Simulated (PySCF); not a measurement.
# CH5Bi (BiH2Me): the cost of one run

The runs use PySCF 2.14.0; levels as typed in each script, gas phase, geometry from GFN2-xTB.

### Step 1. The system as given

7 atoms, charge 0, spin multiplicity 1.

Bond lengths: Bi1–H2 1.777 Å, Bi1–H3 1.777 Å, Bi1–C4 2.275 Å, C4–H5 1.082 Å, C4–H6 1.079 Å, C4–H7 1.082 Å. Angles: H2–Bi1–H3 88.8°, H2–Bi1–C4 91.5°, H3–Bi1–C4 91.7°, Bi1–C4–H5 109.5°, Bi1–C4–H6 109.5°, Bi1–C4–H7 109.8°, H5–C4–H6 109.3°, H5–C4–H7 109.3°, H6–C4–H7 109.3°.

Coordinates:

```
Bi   -0.2279    0.0308   -0.0007
H    -0.2952   -1.2643   -1.2155
H    -0.3019   -1.2089    1.2706
C     2.0471   -0.0074    0.0007
H     2.4154    0.3716   -0.9430
H     2.3910   -1.0212    0.1374
H     2.4240    0.6106    0.8054
```

### Step 2. Response to an electric field (PBE0/def2-svpd)

Contents of input.py:

```python
import numpy as np
from pyscf import gto, scf, dft
from pyscf.scf import atom_ks, atom_hf
from scipy.linalg import block_diag

def solve(mol, dm0=None, hcore=None):
    mf = (dft.UKS if mol.spin else dft.RKS)(mol, xc='pbe0')
    mf.grids.level = 3
    mf = mf.density_fit(auxbasis='def2-universal-jkfit')
    mf.conv_tol, mf.max_cycle = 1e-8, 80
    if hcore is not None:
        mf.get_hcore = lambda *args: hcore
    mf.kernel(dm0)
    if not mf.converged:
        mf = mf.newton().run(mf.mo_coeff, mf.mo_occ, max_cycle=30)
    assert mf.converged, 'SCF not converged'
    return mf

mol = gto.M(atom='''
Bi    -0.22790     0.03081    -0.00071
H     -0.29524    -1.26432    -1.21555
H     -0.30185    -1.20889     1.27061
C      2.04711    -0.00744     0.00066
H      2.41540     0.37159    -0.94297
H      2.39100    -1.02118     0.13742
H      2.42403     0.61058     0.80537
''', basis='def2-svpd', ecp={'Bi': 'def2-svpd'}, charge=0, spin=0, verbose=4)
field = np.array([-0.0, -0.002, -0.0])  # atomic units
mol.set_common_orig(mol.atom_charges() @ mol.atom_coords() / mol.atom_charges().sum())
mf = solve(mol)
out = dict(dm0=mf.make_rdm1(), d0=mf.dip_moment(unit='AU'), e0=mf.e_tot)
for name, sign in (('p', 1), ('m', -1)):
    h = mf.get_hcore() + sign * np.einsum('x,xij->ij', field, mol.intor('int1e_r'))
    mi = solve(mol, mf.make_rdm1(), h)
    out.update({'dm' + name: mi.make_rdm1(), 'd' + name: mi.dip_moment(unit='AU'), 'e' + name: mi.e_tot})
# spherically averaged free atoms, for the promolecule
atom_ks.AtomSphAverageRKS.init_guess_by_vsap = lambda self, mol=None: self.init_guess_by_minao(mol)  # core potentials
atm = atom_ks.get_atm_nrks(mol, xc='pbe0')
pro = block_diag(*[(atm[a[0]][2] * atm[a[0]][3]) @ atm[a[0]][2].T for a in mol._atom])
np.savez('result.npz', pro=pro, **out)
```

On the command line:

```sh
> OMP_NUM_THREADS=1 python input.py
```

What time and memory should one allow on 1 thread of Arm Neoverse V2, shared host?

About 13 s, with a peak of 0.42 GiB.
